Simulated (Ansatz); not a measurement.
**ReSb (rocksalt type): how the settings move a single-point run**

Aim: see which settings change the result for ReSb (rocksalt type), by how much, and at what cost.

Computed with Ansatz 0.2.0 (reference: DFT, LDA, PAW with Ansatz's default frozen-core files, scalar-relativistic, unless a step's input says otherwise).

## (1) Starting point

The structure is cubic, space group Fm-3m (No. 225). The conventional cell has a = 4.944 Å, b = 4.944 Å, c = 4.944 Å, α = 90.00°, β = 90.00°, γ = 90.00°. Re (site symmetry m-3m) is surrounded by 6 Sb at 2.47 Å. Sb (site symmetry m-3m) is surrounded by 6 Re at 2.47 Å.

Structure file:

```cif
data_structure
_symmetry_space_group_name_H-M 'Fm-3m'
_symmetry_Int_Tables_number 225
_cell_length_a 4.9439
_cell_length_b 4.9439
_cell_length_c 4.9439
_cell_angle_alpha 90.000
_cell_angle_beta 90.000
_cell_angle_gamma 90.000
_cell_volume 120.84
loop_
_atom_site_label
_atom_site_type_symbol
_atom_site_symmetry_multiplicity
_atom_site_Wyckoff_symbol
_atom_site_fract_x
_atom_site_fract_y
_atom_site_fract_z
_atom_site_occupancy
Re1 Re 4 a 0.00000 0.00000 0.00000 1
Sb1 Sb 4 b 0.50000 0.00000 0.00000 1
```

## (2) The reference run

The input, input.yaml:

```yaml
crystal:
  lattice:
    - [0.0, 2.4719632461, 2.4719632461]
    - [2.4719632461, 0.0, 2.4719632461]
    - [2.4719632461, 2.4719632461, 0.0]
  atoms:
    - { symbol: Re, position: [0.0, 0.0, 0.0] }
    - { symbol: Sb, position: [0.5, 0.5, 0.5] }
kpoints:
  mp_grid: { grid: [12, 12, 12] }
scf:
  occupations: { method: fermi_dirac, width: 0.08 }
hamiltonian:
  xc: lda
  pseudopotentials: { kind: paw }
output:
  forces: true
  stress: true
  eigenvalues: true
  populations: true
```

Command:

```
$ ansatz run input.yaml --threads 1 --pin off --max-ram 2048MiB --backend cpu --events-out ev --progress --plain --runs-dir out
```

## (3) Changing settings: mp_grid.grid [18, 18, 18], dr2_threshold 1.0e-08

input.yaml: that of step 2 with these lines changed.

```diff
@@ -9,5 +9,6 @@
 kpoints:
-  mp_grid: { grid: [12, 12, 12] }
+  mp_grid: { grid: [18, 18, 18] }
 scf:
   occupations: { method: fermi_dirac, width: 0.08 }
+  convergence: { dr2_threshold: 1.0e-08 }
 hamiltonian:
```

Q: Predict the outcome of this session. Wanted: for each run, ending; energy change; pressure; gap; force.

As calculated:

```
                                                run     ending  energy change  pressure (GPa)  gap (eV)  force (eV/Å)  cycles   time
                                          reference  converged              0            73.0      0.00          0.00       6    3 s
1: mp_grid.grid [18, 18, 18], dr2_threshold 1.0e-08  converged  -1.5 meV/atom            72.9      0.00          0.00       7  8.9 s
```

Residual by cycle in the longest SCF loop of each run; runs are numbered as in the table. The quantity is the density residual dr2, in eV.

```
cycle  reference    run 1
    1     0.0171   0.0172
    2    0.00282  0.00287
    3     1.5e-4   1.5e-4
    4     7.0e-6   6.7e-6
    5     5.8e-7   5.5e-7
    6     9.4e-9   9.5e-9
    7          -   1.9e-9
```

What this shows: Changing the k-point mesh and convergence setting moves the energy by -1.5 meV/atom. Sampling errors of the energy have no fixed sign. The other settings changed steer the path, not the converged energy, so the shift is the mesh's. Cost: 7 SCF cycles against 6, 8.9 s against 3 s. The structure is not at rest: the sound run finds 73 GPa, so these are no properties of the relaxed crystal. The reference has no spin polarisation; with Re present, a magnetic state may lie lower.
